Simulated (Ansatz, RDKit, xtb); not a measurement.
**Isomers of C2H9FSeSi2, a sample narrowed down**

A sample of isomers of C2H9FSeSi2 is drawn. Aim: find which of them has the lowest free energy at 298.15 K, then its properties. The sample is small against all isomers, and the most stable one of this formula need not be in it.

The funnel: GFN2-xTB relaxations, single points with a density functional, relaxations at PBE0-D3(BJ)/def2-SVP, harmonic vibrations (at GFN2-xTB), and a last energy at a higher level. All values are calculated.

**1. Drawing up candidates**

Isomers were taken from a list of plausible structures; this is a sample, not all of them. That gives 8 candidates.

| label | SMILES | spin |
| --- | --- | --- |
| c062 | C[C@@H](F)[SiH2][Se][SiH3] | singlet |
| c117 | C[SiH2][Se][Si@H](C)F | singlet |
| c481 | C[SiH2]C[Se][SiH2]F | singlet |
| c597 | CC[Si@H](F)[Se][SiH3] | singlet |
| c729 | FCC[SiH2][Se][SiH3] | singlet |
| c740 | C[C@@H](F)[Se][SiH2][SiH3] | singlet |
| c891 | C[C@@H]([SiH3])[Se][SiH2]F | singlet |
| c947 | F[SiH2]CC[Se][SiH3] | singlet |

Candidates are built by distance geometry, with a force field where one applies, in up to four conformers (letters a to d).

**Question.** With final energies at CCSD(T)/def2-SVP + MP2/def2-TZVPP - MP2/def2-SVP, which structure will this search put lowest in free energy, and by what margin?

| quantity | value |
| --- | --- |
| lowest structure found | C[SiH2][Se][Si@H](C)F, singlet |
| next finalist | CC[Si@H](F)[Se][SiH3], singlet, 13.2 kcal/mol higher in G |
| share at equilibrium, among the finalists | 100.0 % |

`C[SiH2][Se][Si@H](C)F` comes out lowest. The margin of 13.2 kcal/mol over the next finalist is beyond the usual error of the last level; it says nothing of structures that weren't ranked. HF/STO-3G, r2SCAN-D4/def2-SVP, PBE0-D3(BJ)/def2-SVP, HF/def2-SVP and MP2/def2-SVP already put its bonding pattern lowest among the structures in one piece; GFN2-xTB favours the singlet CC[Si@H](F)[Se][SiH3] (c597d, not a finalist). 10 minima inside the window were never screened. Lowest found is not proven lowest: the search is finite, and each finalist counts with one conformer. Only 8 drawn patterns were tried, so whole families of isomers are missing, and the result ranks this sample alone.
